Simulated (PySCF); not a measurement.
# AsH₃: magnetic properties, part 2 of 2

PySCF 2.14.0. Atoms count from 0. Earlier steps stand in the parts before.

## Step 11: Magnetic properties: GIAO B3LYP/pcseg-1

The job: settings as JSON, then the geometry in Å.

```
{"job": {"kind": "mag", "xc": "B3LYP", "basis": "pcseg-1"}, "charge": 0, "multiplicity": 1}
As     0.007701    -0.000950     0.621013
H     -0.158397     1.249721    -0.235753
H     -1.004308    -0.774637    -0.217443
H      1.171662    -0.495270    -0.231426
```

Level: GIAO B3LYP/pcseg-1 magnetisability, rotational g tensor and spin-rotation constants, non-relativistic, gas phase.

Output:

```text
coarse grid: 14752 points
cycle   1  E = -2237.4568885576  dE = -9.336e-01  |g| = 6.803e-02  |ddm| = 1.672e+00
cycle   2  E = -2237.4578541041  dE = -9.655e-04  |g| = 5.412e-02  |ddm| = 2.917e-01
cycle   3  E = -2237.4589925883  dE = -1.138e-03  |g| = 8.192e-03  |ddm| = 1.199e-01
cycle   4  E = -2237.4590083185  dE = -1.573e-05  |g| = 3.395e-04  |ddm| = 1.142e-02
cycle   5  E = -2237.4590083554  dE = -3.682e-08  |g| = 3.568e-05  |ddm| = 7.104e-04
final grid: 29192 points
cycle   6  E = -2237.4590039548  dE = -1.581e-09  |g| = 2.111e-05  |ddm| = 2.391e-04
cycle   7  E = -2237.4590039549  dE = -4.684e-11  |g| = 1.782e-05  |ddm| = 7.174e-05
converged SCF energy = -2237.4590039549

Magnetisability tensor (1e-30 J/T^2)
     -622.14        0.00        0.25
        0.00     -622.14        0.32
        0.25        0.32     -578.06
isotropic -607.45   principal values    -622.15   -622.14   -578.06
isotropic susceptibility -36.581 1e-6 cm^3/mol

Inertial axes            a          b          c
rot. const./GHz    111.7747   111.7594   104.1726
chi total           -37.466    -37.466    -34.811
chi diamagnetic     -55.476    -55.476    -55.444
chi paramagnetic     18.009     18.009     20.633
quadrupole/D A        0.911      0.911     -1.822
g nuclear            0.9895     0.9894     0.9995
g electronic        -0.9457    -0.9456    -1.0098
g total              0.0439     0.0438    -0.0103

Spin-rotation constants (kHz, H = +C I.J)
atom  isotope        aa         bb         cc
  0   75As      107.660    107.646    113.289
  1     1H       -6.952     -6.952     -6.694
  2     1H       -6.948     -6.947     -6.703
  3     1H       -6.948     -6.947     -6.703
```

Wall time 0.89 s (1 thread of Intel Xeon 6975P-C, shared host); peak memory 0.39 GiB.

In short:

```tsv
quantity	value
magnetisability	-607·10⁻³⁰ J/T²
molar susceptibility	-36.6·10⁻⁶ cm³/mol
rotational g (a, b, c)	0.0439, 0.0438, -0.0103
```

## Step 12: Magnetic properties: GIAO B3LYP/def2-SVP

The job: settings as JSON, then the geometry in Å.

```
{"job": {"kind": "mag", "xc": "B3LYP", "basis": "def2-SVP"}, "charge": 0, "multiplicity": 1}
As     0.007701    -0.000950     0.621013
H     -0.158397     1.249721    -0.235753
H     -1.004308    -0.774637    -0.217443
H      1.171662    -0.495270    -0.231426
```

With the program's defaults for keys left out, this is: GIAO B3LYP/def2-SVP magnetisability, rotational g tensor and spin-rotation constants, non-relativistic, gas phase.

Output:

```text
coarse grid: 14752 points
cycle   1  E = -2237.4262666016  dE = -8.991e-01  |g| = 1.758e-01  |ddm| = 1.628e+00
cycle   2  E = -2237.4287513862  dE = -2.485e-03  |g| = 1.181e-01  |ddm| = 3.022e-01
cycle   3  E = -2237.4302129985  dE = -1.462e-03  |g| = 5.552e-03  |ddm| = 7.452e-02
cycle   4  E = -2237.4302194427  dE = -6.444e-06  |g| = 2.621e-03  |ddm| = 1.407e-02
final grid: 29192 points
cycle   5  E = -2237.4302179558  dE = -2.230e-07  |g| = 3.019e-03  |ddm| = 7.969e-03
cycle   6  E = -2237.4302178310  dE =  1.248e-07  |g| = 3.428e-03  |ddm| = 7.125e-03
cycle   7  E = -2237.4302192704  dE = -1.439e-06  |g| = 9.755e-05  |ddm| = 3.304e-03
cycle   8  E = -2237.4302192739  dE = -3.501e-09  |g| = 2.619e-06  |ddm| = 2.047e-04
cycle   9  E = -2237.4302192739  dE = -7.731e-12  |g| = 7.863e-07  |ddm| = 5.510e-06
converged SCF energy = -2237.4302192739

Magnetisability tensor (1e-30 J/T^2)
     -608.28        0.00        0.24
        0.00     -608.28        0.31
        0.24        0.31     -564.98
isotropic -593.85   principal values    -608.28   -608.28   -564.98
isotropic susceptibility -35.762 1e-6 cm^3/mol

Inertial axes            a          b          c
rot. const./GHz    111.7747   111.7594   104.1726
chi total           -36.631    -36.631    -34.024
chi diamagnetic     -55.072    -55.072    -55.082
chi paramagnetic     18.440     18.440     21.058
quadrupole/D A        0.887      0.887     -1.775
g nuclear            0.9895     0.9894     0.9995
g electronic        -0.9683    -0.9682    -1.0306
g total              0.0212     0.0212    -0.0311

Spin-rotation constants (kHz, H = +C I.J)
atom  isotope        aa         bb         cc
  0   75As      103.212    103.198    108.217
  1     1H       -6.843     -6.842     -6.553
  2     1H       -6.838     -6.837     -6.562
  3     1H       -6.838     -6.837     -6.562
```

Run time: 0.97 s. Hardware: 1 thread of Intel Xeon 6975P-C, shared host; peak memory 0.41 GiB.

Key values:

```tsv
quantity	value
magnetisability	-594·10⁻³⁰ J/T²
molar susceptibility	-35.8·10⁻⁶ cm³/mol
rotational g (a, b, c)	0.0212, 0.0212, -0.0311
```

## Step 13: Magnetic properties: GIAO B3LYP/6-311G**

The job: settings as JSON, then the geometry in Å.

```
{"job": {"kind": "mag", "xc": "B3LYP", "basis": "6-311G**"}, "charge": 0, "multiplicity": 1}
As     0.007701    -0.000950     0.621013
H     -0.158397     1.249721    -0.235753
H     -1.004308    -0.774637    -0.217443
H      1.171662    -0.495270    -0.231426
```

Level: GIAO B3LYP/6-311G** magnetisability, rotational g tensor and spin-rotation constants, non-relativistic, gas phase.

Output:

```text
coarse grid: 14752 points
cycle   1  E = -2237.6432481725  dE = -2.495e+00  |g| = 1.625e+00  |ddm| = 1.363e+00
cycle   2  E = -2237.6447842350  dE = -1.536e-03  |g| = 8.010e-01  |ddm| = 3.812e-01
cycle   3  E = -2237.6668223381  dE = -2.204e-02  |g| = 3.605e-01  |ddm| = 3.246e-01
cycle   4  E = -2237.6739259747  dE = -7.104e-03  |g| = 2.431e-02  |ddm| = 1.509e-01
cycle   5  E = -2237.6740786491  dE = -1.527e-04  |g| = 2.328e-03  |ddm| = 3.175e-02
cycle   6  E = -2237.6740807323  dE = -2.083e-06  |g| = 4.120e-04  |ddm| = 2.758e-03
final grid: 29192 points
cycle   7  E = -2237.6740869547  dE = -3.398e-08  |g| = 3.442e-04  |ddm| = 8.542e-04
cycle   8  E = -2237.6740869643  dE = -9.572e-09  |g| = 3.579e-04  |ddm| = 4.979e-04
cycle   9  E = -2237.6740869768  dE = -1.252e-08  |g| = 3.595e-05  |ddm| = 1.823e-04
cycle  10  E = -2237.6740869771  dE = -3.101e-10  |g| = 4.068e-06  |ddm| = 3.020e-05
converged SCF energy = -2237.6740869771

Magnetisability tensor (1e-30 J/T^2)
     -618.13        0.00        0.26
        0.00     -618.13        0.33
        0.26        0.33     -572.44
isotropic -602.90   principal values    -618.13   -618.13   -572.44
isotropic susceptibility -36.307 1e-6 cm^3/mol

Inertial axes            a          b          c
rot. const./GHz    111.7747   111.7594   104.1726
chi total           -37.225    -37.225    -34.473
chi diamagnetic     -55.609    -55.609    -55.420
chi paramagnetic     18.385     18.385     20.947
quadrupole/D A        1.000      1.000     -2.001
g nuclear            0.9895     0.9894     0.9995
g electronic        -0.9654    -0.9653    -1.0252
g total              0.0241     0.0241    -0.0257

Spin-rotation constants (kHz, H = +C I.J)
atom  isotope        aa         bb         cc
  0   75As      113.811    113.796    118.068
  1     1H       -6.901     -6.900     -6.577
  2     1H       -6.896     -6.895     -6.587
  3     1H       -6.896     -6.895     -6.587
```

It took 1.3 s on 1 thread of Intel Xeon 6975P-C, shared host; peak memory 0.46 GiB.

Key values:

```tsv
quantity	value
magnetisability	-603·10⁻³⁰ J/T²
molar susceptibility	-36.3·10⁻⁶ cm³/mol
rotational g (a, b, c)	0.0241, 0.0241, -0.0257
```

## Step 14: Magnetic properties: GIAO B3LYP/pcSseg-3

The job: settings as JSON, then the geometry in Å.

```
{"job": {"kind": "mag", "xc": "B3LYP", "basis": "pcSseg-3"}, "charge": 0, "multiplicity": 1}
As     0.007701    -0.000950     0.621013
H     -0.158397     1.249721    -0.235753
H     -1.004308    -0.774637    -0.217443
H      1.171662    -0.495270    -0.231426
```

Level: GIAO B3LYP/pcSseg-3 magnetisability, rotational g tensor and spin-rotation constants, non-relativistic, gas phase.

Output:

```text
coarse grid: 14752 points
cycle   1  E = -2237.7508465748  dE = -1.035e+00  |g| = 8.670e-01  |ddm| = 1.797e+00
cycle   2  E = -2237.7482633465  dE =  2.583e-03  |g| = 7.574e-01  |ddm| = 3.225e-01
cycle   3  E = -2237.7682729348  dE = -2.001e-02  |g| = 1.203e-01  |ddm| = 1.611e-01
cycle   4  E = -2237.7690336676  dE = -7.607e-04  |g| = 2.036e-02  |ddm| = 5.099e-02
cycle   5  E = -2237.7691289410  dE = -9.527e-05  |g| = 1.823e-03  |ddm| = 1.752e-02
cycle   6  E = -2237.7691298035  dE = -8.625e-07  |g| = 3.301e-04  |ddm| = 1.223e-03
final grid: 29192 points
cycle   7  E = -2237.7691204141  dE = -3.558e-08  |g| = 3.224e-04  |ddm| = 1.290e-03
cycle   8  E = -2237.7691204132  dE =  9.159e-10  |g| = 4.438e-04  |ddm| = 3.607e-04
cycle   9  E = -2237.7691204284  dE = -1.515e-08  |g| = 3.748e-05  |ddm| = 1.511e-04
cycle  10  E = -2237.7691204286  dE = -2.824e-10  |g| = 1.129e-06  |ddm| = 3.053e-05
converged SCF energy = -2237.7691204286

Magnetisability tensor (1e-30 J/T^2)
     -615.86        0.00        0.25
        0.00     -615.86        0.32
        0.25        0.32     -571.04
isotropic -600.92   principal values    -615.87   -615.86   -571.03
isotropic susceptibility -36.188 1e-6 cm^3/mol

Inertial axes            a          b          c
rot. const./GHz    111.7747   111.7594   104.1726
chi total           -37.088    -37.088    -34.388
chi diamagnetic     -55.646    -55.646    -55.497
chi paramagnetic     18.558     18.558     21.109
quadrupole/D A        0.978      0.978     -1.956
g nuclear            0.9895     0.9894     0.9995
g electronic        -0.9745    -0.9744    -1.0331
g total              0.0150     0.0150    -0.0336

Spin-rotation constants (kHz, H = +C I.J)
atom  isotope        aa         bb         cc
  0   75As      113.554    113.538    118.804
  1     1H       -6.717     -6.716     -6.410
  2     1H       -6.712     -6.711     -6.419
  3     1H       -6.712     -6.711     -6.419
```

It took 6.6 s on 1 thread of Intel Xeon 6975P-C, shared host; peak memory 0.77 GiB.

Key values:

```tsv
quantity	value
magnetisability	-601·10⁻³⁰ J/T²
molar susceptibility	-36.2·10⁻⁶ cm³/mol
rotational g (a, b, c)	0.0150, 0.0150, -0.0336
```

## Step 15: Magnetic properties side by side

```tsv
level	ξ (10⁻³⁰ J/T²)	g(a)	g(b)	gap (eV)	functions	time
GIAO LC-wPBE/aug-pcSseg-2	-603	0.0518	0.0518	11.12	148	8.9 s
GIAO B3LYP/def2-SVPD	-602	0.0321	0.0321	7.75	62	1.4 s
GIAO B3LYP/aug-cc-pVDZ	-607	0.0343	0.0343	7.13	63	1.3 s
GIAO B3LYP/3-21G	-596	-0.0122	-0.0122	8.17	28	0.64 s
GIAO B3LYP/ANO-RCC-VDZP	-603	0.0276	0.0276	7.47	42	1.4 s
GIAO B3LYP/pcSseg-2	-602	0.0186	0.0186	7.84	105	2.6 s
GIAO B3LYP/Sadlej pVTZ	-602	0.0176	0.0176	7.18	91	2.3 s
GIAO B3LYP/6-31G*	-597	0.0377	0.0376	8.20	38	0.96 s
GIAO B3LYP/pcseg-1	-607	0.0439	0.0438	8.17	42	0.89 s
GIAO B3LYP/def2-SVP	-594	0.0212	0.0212	8.15	47	0.97 s
GIAO B3LYP/6-311G**	-603	0.0241	0.0241	7.97	62	1.3 s
GIAO B3LYP/pcSseg-3	-601	0.0150	0.0150	7.45	190	6.6 s
```

## Step 16: Outcome

This closing draws on all 2 parts.

| quantity | value |
| --- | --- |
| point group | C3v |
| rotational constants (main isotopes) | 111.77, 111.76, 104.17 GHz |
| magnetisability (step 3, GIAO LC-wPBE/aug-pcSseg-2) | -603·10⁻³⁰ J/T² |
| molar susceptibility (step 3, GIAO LC-wPBE/aug-pcSseg-2) | -36.3·10⁻⁶ cm³/mol |
| rotational g (a, b, c) (step 3, GIAO LC-wPBE/aug-pcSseg-2) | 0.0518, 0.0518, -0.0054 |
| magnetisability over the levels | -607 to -594·10⁻³⁰ J/T² |

In words: Relaxing lowered the energy by 0.041 eV in 3 steps; the close pair that moved most is As0–H3, from 1.496 to 1.525 Å. Steps that list no spin-orbit terms leave them out, which matters at and beside the heavy atoms. The magnetisability spreads by 2.3 % over 12 levels, from GIAO B3LYP/pcseg-1 (0.89 s) to GIAO B3LYP/def2-SVP (0.97 s); the runs took 0.64 s to 8.9 s. Vibrational averaging and real surroundings are missing from these values.
